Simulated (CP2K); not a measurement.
The system is Cd2S.

```xyz
3
Lattice="3.9627 0.0000 0.0000 -1.9813 3.4318 0.0000 0.0000 0.0000 5.8092" Properties=species:S:1:pos:R:3 pbc="T T T"
Cd    0.0000    2.2878    5.4183
Cd    1.9813    1.1439    3.3620
S     0.0000    2.2878    2.1245
```

The cell comes from a database or a generator and needn't be the stable form of this composition.

Base run:

| Property | Result |
| --- | --- |
| Program | CP2K 2026.2 |
| Functional | PBE |
| Potentials or basis | POTENTIAL_UZH Cd GTH-PBE-q12, S GTH-PBE-q6; TZVP-MOLOPT-PBE-GTH basis |
| Density cutoff | 6123 eV |
| k mesh | 8 × 8 × 5 |
| Occupations | fermi-dirac, width 0.0259 eV |
| Spin | no spin polarisation |

Its results: pressure 0.2 GPa; largest force 0.051 eV/Å.

Question: The run is repeated on the same cell with these changes: functional from PBE to PBEsol; occupations from fermi-dirac, width 0.0259 eV to fermi-dirac, width 0.05 eV. What comes out?

Answer: Pressure -2.5 GPa; largest force 0.115 eV/Å.

Caveats: the basis of atomic orbitals isn't converged, which shifts pressures, moduli and gaps; the potentials were made for another functional, which shifts forces and pressure (some runs).

Not every run made on this cell is shown here.
